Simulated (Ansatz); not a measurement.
# MnSe: the cost of one run

Program: Ansatz 0.2.0. Level of theory: DFT, LDA, all-electron LAPW, scalar-relativistic. These are calculated values, not measurements.

## (1) The structure to begin with

Symmetry: F-43m, No. 216, cubic system. Conventional cell: a = 5.820 Å, b = 5.820 Å, c = 5.820 Å, α = 90.00°, β = 90.00°, γ = 90.00°. Mn (site symmetry -43m) has 4 Se at 2.52 Å in its first shell of neighbours. Se (site symmetry -43m) has 4 Mn at 2.52 Å in its first shell of neighbours.

Structure file:

```cif
data_structure
_symmetry_space_group_name_H-M 'P 1'
_symmetry_Int_Tables_number 1
_cell_length_a 4.1154
_cell_length_b 4.1154
_cell_length_c 4.1154
_cell_angle_alpha 60.000
_cell_angle_beta 60.000
_cell_angle_gamma 60.000
_cell_volume 49.28
loop_
_atom_site_label
_atom_site_type_symbol
_atom_site_fract_x
_atom_site_fract_y
_atom_site_fract_z
_atom_site_occupancy
Mn1 Mn 0.00000 0.00000 0.00000 1
Se1 Se 0.25000 0.25000 0.25000 1
```

Atoms are numbered in the order of the input: Mn1, Se2.

## (2) Spiral at q = 0, LAPW

Contents of input.yaml:

```yaml
crystal:
  lattice:
    - [0.0, 2.91, 2.91]
    - [2.91, 0.0, 2.91]
    - [2.91, 2.91, 0.0]
  atoms:
    - { symbol: Mn, position: [0.0, 0.0, 0.0], spin: 4.1, spin_axis: [1.0, 0.0, 0.0] }
    - { symbol: Se, position: [0.25, 0.25, 0.25] }
magnetization:
  noncollinear: true
  spin_spiral: { q: [0.0, 0.0, 0.0] }
kpoints:
  mp_grid: { grid: [12, 12, 12] }
scf:
  occupations: { method: fermi_dirac, width: 0.03 }
  lower_state_search: "off"
hamiltonian:
  xc: lda
  pseudopotentials: { kind: all_electron, lapw: { basis_error: 0.0005 } }
output:
  eigenvalues: false
```

Launch:

```
ansatz run input.yaml --threads 2 --pin off --max-ram 5120MiB --backend cpu --events-out ev --progress --plain --runs-dir out
```

Q: Estimate wall time and peak memory on 2 threads of Arm Neoverse V1, shared host.

About 3 min, with a peak of 0.92 GiB.
